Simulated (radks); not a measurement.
**Valence configurations of Er⁺**

The task here is to estimate one member of a computed series from the others.

The numbers are computed with radks (a radial shooting solver on a logarithmic mesh, Libxc functionals) version 1 (scalar-relativistic Kohn-Sham, PBE, spin-unpolarised, spherical densities, finite nucleus), except any that are marked as measured or tabulated.

### What is computed

```
element            : erbium (Z = 68)
charge             : +1
electrons          : 67
configuration      : [Xe] 4f12 6s1
nuclear rms radius : 5.2516 fm
others tried       : 4f13; 4f10 5d2 6s1; 4f12 6s0.5 6p0.5; 4f11 6s0.5 6p1.5; 4f11 5d1 6s1; 4f12 6p1; 4f12.5 6s0.5; 4f10 5d1 6s2; 4f12.5 6p0.5
```

Outer shells as boxes (Hund's rule):

Er⁺
```
[Xe] core
4f [↑↓][↑↓][↑↓][↑↓][↑↓][↑ ][↑ ]
6s [↑ ]
```

Set-up of the first run:

Input:

```text
Z 68
configuration [Xe] 4f12 6s1
relativity scalar-relativistic
functional pbe,pbe
spin unpolarised
nucleus finite rms 5.2516 fm
c 137.035999084
```

Among the steps run: [Xe] 4f12 6s1.

One of the session's tables, all rows but one given; the rest of the session is left out.

It belongs to the step «[Xe] 4f12 6s1». Radial moments (bohr):

| level | <r> | outermost maximum (interpolated) | 90 % within | nodes |
| --- | --- | --- | --- | --- |
| 3d | 0.2038 | 0.166 | 0.317 | 0 |
| 4s | ? | ? | ? | ? |
| 4p | 0.5391 | 0.495 | 0.784 | 2 |
| 4d | 0.5838 | 0.512 | 0.878 | 1 |
| 5s | 1.253 | 1.11 | 1.81 | 4 |
| 5p | 1.493 | 1.28 | 2.21 | 3 |
| 4f | 0.8269 | 0.509 | 1.45 | 0 |
| 6s | 3.629 | 3.15 | 5.30 | 5 |

Q: Estimate the row for 4s from the others.

As computed: <r>: 0.5082; outermost maximum (interpolated): 0.474; 90 % within: 0.730; nodes: 3. In the column «<r>» it lies between 3d (0.2038) and 4p (0.5391).
